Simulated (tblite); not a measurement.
# C7H13B2N: the cost of one run

Programs: tblite 0.8.0 and PySCF 2.14.0, with routines of our own; each step states its level. All values are computed. Atoms count from 0.

## Step 1: The system as given

23 atoms, charge 0, multiplicity 1; geometry from: force field or distance geometry start.

## Step 2: Relaxing the molecule with GFN2-xTB

The job: settings as JSON, then the geometry in Å.

```
{"job": {"kind": "relax", "xc": "GFN2-xTB", "basis": "xTB"}, "charge": 0, "multiplicity": 1}
C     -3.112900    -0.955700    -0.189300
B     -2.069200     0.206200     0.032300
C     -2.517100     1.702900    -0.266300
C     -0.516600    -0.071100     0.033100
C      0.246800     0.903300     0.481700
C      1.697200     0.832500     0.545100
C      2.357600    -0.247300     0.171400
C      3.840500    -0.241200     0.284000
B      1.564000    -1.490000    -0.356300
N      0.026800    -1.316100    -0.393000
H     -2.870100    -1.754100     0.506400
H     -3.011200    -1.369900    -1.220900
H     -4.177100    -0.596800    -0.060600
H     -3.488100     1.770500    -0.761000
H     -1.685200     2.129400    -0.892600
H     -2.458600     2.236900     0.718700
H     -0.216400     1.835100     0.802800
H      2.230000     1.716000     0.927400
H      4.211400    -1.111300     0.822200
H      4.302600    -0.227400    -0.736200
H      4.155200     0.720900     0.760200
H      2.046800    -2.557100    -0.198200
H     -0.561100    -2.088800    -0.728000
```

On the command line:

```console
$ OMP_NUM_THREADS=1 python excited_run.py task.json out
```

This one command runs all jobs of the session in turn.

**Question.** How long does this first job take on 1 thread of AMD EPYC, shared host, and how much memory does it need?

About 2.3 s, with a peak of 0.18 GiB.
